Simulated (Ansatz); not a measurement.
**BClH₂O (built from SMILES OBCl): a reaction path by the nudged elastic band**

What path joins these two structures, and how high does it climb? Both ends were relaxed at PBE0-D4 in triple zeta. A second band with other settings follows.

Method: PBE0-D4/def2-SVP; program: Ansatz 0.2.0, Gaussian basis.

16 further runs of the same task are left out: 16 set aside as unsound or not needed.

## 1. The system as given

The first end: 5 atoms, charge 0, spin multiplicity 1.

Atoms are counted from 1 here; the program's logs count them from 0.

Bond lengths: B1–H2 1.194 Å, B1–O3 1.343 Å, B1–Cl5 1.752 Å, O3–H4 0.961 Å. Angles: H2–B1–O3 123.0°, H2–B1–Cl5 118.9°, O3–B1–Cl5 118.0°, B1–O3–H4 112.9°.

Geometry (Å):

```xyz
5
BClH2O
B     0.0615    0.3180    0.0139
H     0.6242    0.5994    1.0292
O    -0.3095   -0.9354   -0.2945
H    -0.0742   -1.5724    0.3852
Cl   -0.3020    1.5905   -1.1338
```

The second end:

```xyz
5

B    -0.5636    0.0152   -1.1100
H     0.9463    0.0567    1.8356
O    -0.7241   -1.1751   -1.0259
H     0.6836   -0.5730    1.5312
Cl   -0.3422    1.6762   -1.2309
```

## 2. The band at PBE0-D4/def2-SVP

File neb/in.yaml:

```yaml
crystal:
  periodic: [false, false, false]
  atoms:
    - {symbol: B, position_ang: [0.061520, 0.317998, 0.013896]}
    - {symbol: H, position_ang: [0.624155, 0.599359, 1.029191]}
    - {symbol: O, position_ang: [-0.309465, -0.935353, -0.294474]}
    - {symbol: H, position_ang: [-0.074236, -1.572413, 0.385180]}
    - {symbol: Cl, position_ang: [-0.301975, 1.590510, -1.133792]}
basis:
  gaussian: {orbitals: def2-SVP}
hamiltonian: {xc: pbe0, dispersion: d4}
neb:
  images: 5
  climbing: true
  max_iterations: 40
  initial_path: idpp
  final_atoms:
    - {symbol: B, position_ang: [-0.563615, 0.015204, -1.110049]}
    - {symbol: H, position_ang: [0.946292, 0.056693, 1.835627]}
    - {symbol: O, position_ang: [-0.724055, -1.175052, -1.025905]}
    - {symbol: H, position_ang: [0.683562, -0.572978, 1.531226]}
    - {symbol: Cl, position_ang: [-0.342185, 1.676233, -1.230898]}
```

Run with:

```
$ ansatz run in.yaml --threads 2 --pin off --events-out ev --progress --plain --max-ram 4352MiB
```

## 3. The band at PBE0-D4/def2-SVP, other settings

neb/in.yaml: that of step 2 with these lines changed.

```diff
@@ -12,3 +12,3 @@
 neb:
-  images: 5
+  images: 3
   climbing: true
@@ -16,2 +16,3 @@
   initial_path: idpp
+  max_displacement: 0.05
   final_atoms:
```

Before running it: what results should come out? Wanted: from earlier runs: barrier over the separately found saddle, CCSD(T)/def2-TZVPP.

The runs gave:

```
                                                                       quantity                                           value
                                                PBE0-D4/def2-SVP, 16 iterations  highest 2.612 eV (image 3), last end +1.262 eV
                                                PBE0-D4/def2-SVP, 25 iterations  highest 2.612 eV (image 2), last end +1.262 eV
from earlier runs: barrier over the separately found saddle, CCSD(T)/def2-TZVPP                                        2.767 eV
```

The highest image lies 2.612 eV above the first end, and it climbed, so it estimates the saddle. The ends are not quite minima at this level (largest force component 0.42 eV/Å), so the heights are unreliable: relaxing the first end would lower it and raise the barrier above it. The highest image is 0.155 eV below the CCSD(T) barrier in triple zeta, which comes from separate runs on the saddle. The second band's highest image lies at 2.612 eV, at the same level with other band settings.
